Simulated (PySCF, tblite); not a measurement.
**C₅H₉Cl₂FSi: geometry, infrared bands and NMR shifts**

What infrared bands and NMR shifts should C₅H₉Cl₂FSi (`C=C(C)[SiH2][C@H](F)C(Cl)Cl`) show?

Computed with tblite 0.8.0 and PySCF 2.14.0, with density-fitted response routines of our own, on a single molecule in the gas phase. Atoms count from 0, in the outputs and in this text.

### Step 1. Starting geometry

18 atoms, charge 0, multiplicity 1; geometry from: force field or distance geometry start.

Bonds of the start (Å): C0–C1 1.34, C1–C2 1.51, C1–Si3 1.88, Si3–C4 1.89, C4–F5 1.37, C4–C6 1.53, C6–Cl7 1.80, C6–Cl8 1.79, C0–H9 1.08, C0–H10 1.10, C2–H11 1.09, C2–H12 1.10, C2–H13 1.10, Si3–H14 1.48, Si3–H15 1.49, C4–H16 1.10, C6–H17 1.09.

### Step 2. Geometry optimisation with GFN2-xTB

What the job is given:

```
{"job": {"kind": "relax", "xc": "GFN2-xTB", "basis": "xTB"}, "charge": 0, "multiplicity": 1}
C     -1.279500     1.775700    -0.597800
C     -1.214600     0.464900    -0.353200
C     -2.147800    -0.236000     0.602400
Si     0.084700    -0.632600    -1.149000
C      1.456800    -1.066500     0.068600
F      0.883600    -1.864600     1.018200
C      2.125700     0.128300     0.750800
Cl     3.283500    -0.444900     2.010500
Cl     3.046100     1.157400    -0.382900
H     -0.618300     2.285600    -1.278700
H     -2.051900     2.396800    -0.130000
H     -1.620300    -0.682300     1.442500
H     -2.723500    -1.018300     0.093900
H     -2.885700     0.465200     1.016200
H      0.631700     0.074200    -2.325100
H     -0.583800    -1.870500    -1.625600
H      2.207400    -1.676500    -0.447900
H      1.397400     0.750500     1.275500
```

On the command line:

```bash
OMP_NUM_THREADS=1 python probes_run.py task.json out
```

The driver reads the jobs from task.json and runs them one after another.

**Question.** This job is followed by: GFN2-xTB harmonic vibrations, gas phase; GIAO PBE0/pcSseg-1 NMR shielding, non-relativistic, gas phase. Predict these results of the whole session: strongest single infrared mode (GFN2-xTB); zero-point energy (GFN2-xTB); ¹³C shifts against TMS (PBE0/pcSseg-1); ¹H shifts against TMS (PBE0/pcSseg-1, means over atoms taken as alike); ²⁹Si shifts against TMS (PBE0/pcSseg-1); ¹⁹F shifts against CFCl3 (PBE0/pcSseg-1); ³⁵Cl shifts against HCl (PBE0/pcSseg-1).

**Answer**, as computed:

| quantity | value |
| --- | --- |
| strongest single infrared mode (GFN2-xTB) | 2272 cm⁻¹, 323 km/mol |
| zero-point energy (GFN2-xTB) | 77.5 kcal/mol |
| ¹³C shifts against TMS (PBE0/pcSseg-1) | 145.8, 141.7, 96.9, 86.3, 28.9 ppm |
| ¹H shifts against TMS (PBE0/pcSseg-1, means over atoms taken as alike) | 6.43, 5.98, 5.78, 4.94, 4.66, 4.47, 2.16 ppm |
| ²⁹Si shifts against TMS (PBE0/pcSseg-1) | -39.6 ppm |
| ¹⁹F shifts against CFCl3 (PBE0/pcSseg-1) | -226.9 ppm |
| ³⁵Cl shifts against HCl (PBE0/pcSseg-1) | 283, 249 ppm |

**Reading.** The optimisation took 78 steps and gained 0.189 eV; among the close pairs (by a distance rule), Si3–C4 changed most, from 1.885 to 1.941 Å. No mode is imaginary among the 48: a minimum at this level. The strongest single mode, at 2272 cm⁻¹, moves mainly H15. Unscaled tight-binding wavenumbers are off by several per cent, some by more. Its intensities can rank the bands wrongly. C6 stands next to heavy halogen, whose spin-orbit shielding this run leaves out, so the computed shift lies too far downfield, most of all for carbon beside Br or I. C1 (fully substituted alkene carbon) lies farthest downfield among carbon, at 145.8 ppm; an sp2 carbon of a C=C bond.
